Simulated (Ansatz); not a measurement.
# Mg5NiSe6: the cost of one run

Method: DFT PBE, scalar-relativistic, plane waves, PAW, in Ansatz 0.2.0.

## 1. The structure to begin with

Symmetry: P-3m1, No. 164, trigonal system. The conventional cell has a = 3.854 Å, b = 3.854 Å, c = 18.849 Å, α = 90.00°, β = 90.00°, γ = 120.00°. Mg (site symmetry 3m) has 6 Se at 2.75 to 2.76 Å and 1 Ni at 2.96 Å in its first shell of neighbours. Mg (site symmetry -3m) is surrounded by 6 Se at 2.75 Å. Mg (site symmetry 3m) is surrounded by 6 Se at 2.75 Å. Ni (site symmetry -3m) has 6 Se at 2.59 Å and 2 Mg at 2.96 Å in its first shell of neighbours. Around Se (site symmetry 3m) lie 6 Mg at 2.75 Å. Around Se (site symmetry 3m) lie 3 Ni at 2.59 Å and 3 Mg at 2.76 Å.

Coordinates:

```
Mg Ni Se
1.0
     3.85368    0.00000    0.00000
    -1.92684    3.33739    0.00000
     0.00000    0.00000   18.84905
Mg Ni Se
5 1 6
Direct
  0.00000 0.00000 0.65683
  0.00000 0.00000 0.00000
  0.00000 0.00000 0.34317
  0.00000 0.00000 0.82841
  0.00000 0.00000 0.17159
  0.00000 0.00000 0.50000
  0.33333 0.66667 0.74262
  0.33333 0.66667 0.08579
  0.66667 0.33333 0.91421
  0.66667 0.33333 0.25738
  0.33333 0.66667 0.42938
  0.66667 0.33333 0.57062
```

The cell was relaxed beforehand at this level, from a generated guess; it needn't be the stable form of this composition. At a tolerance of 0.02 Å it has space group P-3m1 (No. 164); it has 20.20 Å³/atom, an uncorrected energy of -1.02 eV/atom over the elements and, on its mesh, gap 0.26 eV.

## 2. Strained cells: the elastic tensor

input.yaml reads:

```yaml
crystal:
  lattice:
    - [3.85354807, 2.89e-08, 0.0]
    - [-1.92677406, 3.3372705089, 0.0]
    - [0.0, 0.0, 18.8487584365]
  atoms:
    - { symbol: Mg, position: [0.0, 0.0, 0.6568368952] }
    - { symbol: Mg, position: [0.0, 0.0, 0.0] }
    - { symbol: Mg, position: [0.0, 0.0, 0.3431631048] }
    - { symbol: Mg, position: [0.0, 0.0, 0.8284120445] }
    - { symbol: Mg, position: [0.0, 0.0, 0.1715879555] }
    - { symbol: Ni, position: [0.0, 0.0, 0.5], spin: 1.36 }
    - { symbol: Se, position: [0.3333333333, 0.6666666667, 0.7426208536] }
    - { symbol: Se, position: [0.3333333333, 0.6666666667, 0.0857841506] }
    - { symbol: Se, position: [0.6666666667, 0.3333333333, 0.9142158494] }
    - { symbol: Se, position: [0.6666666667, 0.3333333333, 0.2573791464] }
    - { symbol: Se, position: [0.3333333333, 0.6666666667, 0.4293914275], spin: 0.22 }
    - { symbol: Se, position: [0.6666666667, 0.3333333333, 0.5706085725], spin: 0.22 }
basis:
  ecutwfc: 420
kpoints:
  mp_grid: { grid: [12, 12, 2] }
hamiltonian:
  xc: pbe
scf:
  occupations: { method: gaussian, width: 0.01 }
output:
  forces: true
  stress: true
  eigenvalues: true
  populations: true
magnetization:
  spin_polarized: true
elastic:
  mode: relaxed_ion
  stencil: two_point
```

Launch:

```bash
ansatz run input.yaml --threads 4 --pin off --max-ram 8192MiB --backend cpu --events-out ev --progress --plain --runs-dir out
```

What time and memory should one allow on 4 threads of Intel Xeon 6975P-C (Granite Rapids), shared host?

About 17 min, with a peak of 4.7 GiB.
